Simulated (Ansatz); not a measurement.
# BeNaH (singlet): from Hartree-Fock to the top rungs at distance Be1–H3 = 3.628 Å, cc-pVTZ

Aim: climb from Hartree-Fock through coupled cluster for BeNaH (singlet) at one geometry and basis, and see what each rung misses.

Method: cc-pVTZ, core rule «outside noble gas», up to 6 orbitals frozen; program: Ansatz 0.2.0, Gaussian basis.

Plan: UHF; CCSD(T) on RHF; CCSD(T) on UHF; BCCD(T) on RHF; CCSDT(Q) on RHF; CCSDT(Q) on UHF; Full CI.

34 further runs of the same task are left out: 22 for a known fault of the program, 10 that didn't finish, 2 set aside as unsound or not needed. Runs told in other sessions of the task aren't counted.

## Step 1: The geometry

The geometry derives from a PBE0/def2-TZVP stationary point (not a proven minimum). One bond is set to the value named and the two fragments are kept rigid.

3 atoms, charge 0, spin multiplicity 1.

Atoms are counted from 1 here; the program's logs count them from 0.

No contacts short enough for the rule that draws bonds.

Coordinates:

```tsv
atom	x (Å)	y (Å)	z (Å)
Be1	0.0000	0.0000	-0.3169
Na2	0.0000	0.0000	-2.9943
H3	0.0000	0.0000	3.3111
```

## Step 2: UHF

Input file in.yaml:

```yaml
crystal:
  periodic: [false, false, false]
  atoms:
    - {symbol: Be, position_ang: [0.000000, 0.000000, -0.316867]}
    - {symbol: Na, position_ang: [0.000000, 0.000000, -2.994267]}
    - {symbol: H, position_ang: [0.000000, 0.000000, 3.311133]}
basis:
  gaussian: {orbitals: cc-pVTZ}
magnetization: {spin_polarized: true, initial_magnetization: 0}
hamiltonian: {xc: hf}
output: {orbitals: {seedname: orbitals}}
```

Command:

```bash
$ ansatz run in.yaml --threads 1 --pin off --events-out ev --progress --plain --max-ram 2393MiB
```

Further steps of the session: CCSD(T) on RHF; CCSD(T) on UHF; BCCD(T) on RHF; CCSDT(Q) on RHF; CCSDT(Q) on UHF; Full CI.

Q: Predict the results of all the runs planned. Wanted: FCI from the RHF energy; RMP2 from FCI; UMP2 from FCI; RCCSD from FCI; RCCSD(T) from FCI; UCCSD(T) from FCI; RCCSDT(Q) from FCI; UCCSDT(Q) from FCI; T1 diagnostic.

The runs gave:

```
                         quantity                                          value
          FCI from the RHF energy                                     -3.0505 eV
                    RMP2 from FCI                                  +127.7 kJ/mol
                    UMP2 from FCI                                   +68.9 kJ/mol
                   RCCSD from FCI                                   +22.5 kJ/mol
                RCCSD(T) from FCI                                    -4.5 kJ/mol
                UCCSD(T) from FCI                                    +9.4 kJ/mol
               RCCSDT(Q) from FCI                                    -0.9 kJ/mol
               UCCSDT(Q) from FCI                                    +1.0 kJ/mol
levels within 1 kcal/mol (43 meV)  BCCD(T), RCCSDT, UCCSDT, RCCSDT(Q), UCCSDT(Q)
                    T1 diagnostic                                          0.184
   effectively unpaired electrons                                           1.33
```

What this shows: RCCSD(T) lands -4.5 kJ/mol from the yardstick (1.5 % of the correlation energy). CCSD(T) misses by -4.5 kJ/mol on the restricted determinant and by +9.4 kJ/mol on the unrestricted one; the two need not hold the same state or core. RCCSD(T), RCCSDT(Q) fall below full CI, which methods that aren't variational can do. With 1.3 effectively unpaired electrons against 0 the state is strongly multireference. Coupled cluster on one determinant still stays close here. These misses are within one basis, not against nature.
